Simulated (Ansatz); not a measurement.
**PtOS: the cell at several levels of theory**

Cell and atoms of a free-standing Janus 2H monolayer of PtOS are relaxed in turn with PBE, r2SCAN, PBEsol, LDA and HSE06. This is a trial cell built on a prototype, not taken from a measured structure, and it needn't be the compound's ground state.

The runs shown are made with Ansatz 0.2.0. PAW datasets, plane waves, zero pressure. These are computed values for a spin-unpolarised cell that may be hypothetical; none is a measurement.

## Step 1: Starting point

The sheet's in-plane cell has a = 2.921 Å, b = 2.921 Å (γ = 120.0°), and its outermost atoms lie 2.85 Å apart along the normal. Around Pt lie 3 S at 2.21 Å and 3 O at 2.21 Å; around O lie 3 Pt at 2.21 Å; around S lie 3 Pt at 2.21 Å.

As a file:

```xyz
3
Lattice="2.9207 0.0000 0.0000 -1.4603 2.5294 0.0000 0.0000 0.0000 18.0000" Properties=species:S:1:pos:R:3 pbc="T T F"
Pt    0.0000    1.6863    9.0000
O     1.4603    0.8431   10.4258
S     1.4603    0.8431    7.5742
```
Periodic in the plane only; c spans the vacuum.

## Step 2: Relaxation with PBE

Contents of input.yaml:

```yaml
crystal:
  lattice:
    - [2.92068377, 0.0, 0.0]
    - [-1.460341885, 2.5293863412, 0.0]
    - [0.0, 0.0, 18.0]
  atoms:
    - { symbol: Pt, position: [0.3333333333, 0.6666666667, 0.5] }
    - { symbol: O, position: [0.6666666667, 0.3333333333, 0.5792136456] }
    - { symbol: S, position: [0.6666666667, 0.3333333333, 0.4207863544] }
  periodic: [true, true, false]
kpoints:
  mp_grid: { grid: [12, 12, 1] }
hamiltonian:
  xc: pbe
scf:
  occupations: { method: fermi_dirac, width: 0.02 }
relax:
  f_tol: 0.005
  cell: {}
```

After this run come: Relaxing with r2SCAN; Relaxation with PBEsol; LDA: cell and atoms; HSE06: cell and atoms.

**Question.** What will these runs give? Wanted: for each run, a; area; SCF geometries.

The runs gave:

```
 level  a (Å)  area (Å²/atom)  SCF geometries
   PBE  3.405           3.347              19
r2SCAN  3.342           3.224               7
PBEsol  3.339           3.218               8
   LDA  3.306           3.154               9
 HSE06  3.342           3.225               7
```

In words: The first relaxation changed the area by +35.9 % from the start. LDA gives the smallest cell and PBE the largest; they differ by 6.1 % in area, a mean of 3.0 % in length. The meshes differ: PBE 12×12×1, r2SCAN 12×12×1, PBEsol 12×12×1, LDA 12×12×1, HSE06 6×6×1.
